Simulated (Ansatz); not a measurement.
**MoI3 (ReO3 type): other levels of theory at one geometry**

An exercise on one series of results from a longer session: the logs are not shown, and one member is left open.

Program: Ansatz 0.2.0. Level of theory: DFT at several levels, plane waves, PAW. These are calculated values, not measurements.

1 further run of the same task is left out (it didn't finish). Runs told in other sessions of the task aren't counted.

## The structure to begin with

The structure is cubic, space group Pm-3m (No. 221). The conventional cell has a = 5.815 Å, b = 5.815 Å, c = 5.815 Å, α = 90.00°, β = 90.00°, γ = 90.00°. Mo (site symmetry m-3m) is surrounded by 6 I at 2.91 Å. Around I (site symmetry 4/mmm) lie 2 Mo at 2.91 Å.

As a file:

```xyz
4
Lattice="5.8151 0.0000 0.0000 0.0000 5.8151 0.0000 0.0000 0.0000 5.8151" Properties=species:S:1:pos:R:3 pbc="T T T"
Mo    0.0000    0.0000    0.0000
I     2.9075    0.0000    0.0000
I     0.0000    0.0000    2.9075
I     0.0000    2.9075    0.0000
```

This cell comes from an earlier session at PBE+U (U_eff = 4.4 eV on Mo 4d): 49.160 Å³/atom at -0.01 GPa, on a 6×6×6 mesh, no gap, spin moments in the atoms' spheres Mo 3.13; I -0.16 μB.

Levels to run: PBE+U with U = 2 eV on Mo 4d; PBE+U with U = 1 eV on Mo 4d; PBE+U with U = 5 eV on Mo 4d. Hardware: 2 threads of Arm Neoverse V2, shared host.

The first run:

Input file input.yaml:

```yaml
crystal:
  lattice:
    - [5.8150879674, 0.0, 0.0]
    - [0.0, 5.8150879674, 0.0]
    - [0.0, 0.0, 5.8150879674]
  atoms:
    - { symbol: Mo, position: [0.0, 0.0, 0.0], spin: 3.45 }
    - { symbol: I, position: [0.5, 0.0, 0.0] }
    - { symbol: I, position: [0.0, 0.0, 0.5] }
    - { symbol: I, position: [0.0, 0.5, 0.0] }
basis:
  ecutwfc: 420
  ecutrho_ratio: 4
kpoints:
  mp_grid: { grid: [6, 6, 6] }
hamiltonian:
  xc: pbe
  hubbard: { sites: [{ species: Mo, l: d, u_eff: 2.0 }] }
scf:
  occupations: { method: gaussian, width: 0.05 }
  lower_state_search: "off"
output:
  forces: true
  stress: true
  eigenvalues: true
  populations: true
  hubbard: { sites: [{ species: Mo, l: d }] }
  dos: { projected: true, de: 0.02 }
magnetization:
  spin_polarized: true
checkpoint:
  read: start.run
  write: ck
  compress: false
  write_wavefunctions: false
  write_every: 100000
```

start.run holds the state of a PBE+U run on this cell.

Run with:

```bash
$ ansatz run input.yaml --threads 2 --pin off --max-ram 2662MiB --backend cpu --events-out ev --progress --plain --runs-dir out
```

Among the steps run: PBE+U with U = 2 eV on Mo 4d; PBE+U with U = 1 eV on Mo 4d; PBE+U with U = 5 eV on Mo 4d; Seeding on a coarse mesh: PBE+U+SOC with U = 4.4 eV on Mo 4d, moments along [001].

One table of the session follows, with a row left open; its other results are not shown here.

| level | pressure (GPa) | largest spin moment (μB) |
| --- | --- | --- |
| PBE+U with U = 1 eV on Mo 4d | -1.7 | 2.66 |
| PBE+U with U = 2 eV on Mo 4d | ? | ? |
| PBE+U with U = 4.4 eV on Mo 4d | 0.0 | 3.13 |
| PBE+U with U = 5 eV on Mo 4d | 0.3 | 3.19 |

Q: Estimate the row for PBE+U with U = 2 eV on Mo 4d from the others.

As computed: pressure (GPa): -1.1; largest spin moment (μB): 2.85. In the column «pressure (GPa)» it lies between PBE+U with U = 1 eV on Mo 4d (-1.7) and PBE+U with U = 4.4 eV on Mo 4d (0.0).

The pressure runs from -1.7 GPa (PBE+U with U = 1 eV on Mo 4d) to 0.3 GPa (PBE+U with U = 5 eV on Mo 4d); a negative pressure means that level wants a smaller cell, a positive one a larger cell. Runs that start from the base's state can stay on it, so another U may have a lower state that wasn't reached. Total energies of different levels have different zeros and can't be compared.

Limits of these values: Warnings in the runs' records: filled band counts differ across k points, xc potential rough in thin density, stability check not made, stress scf threshold loose.
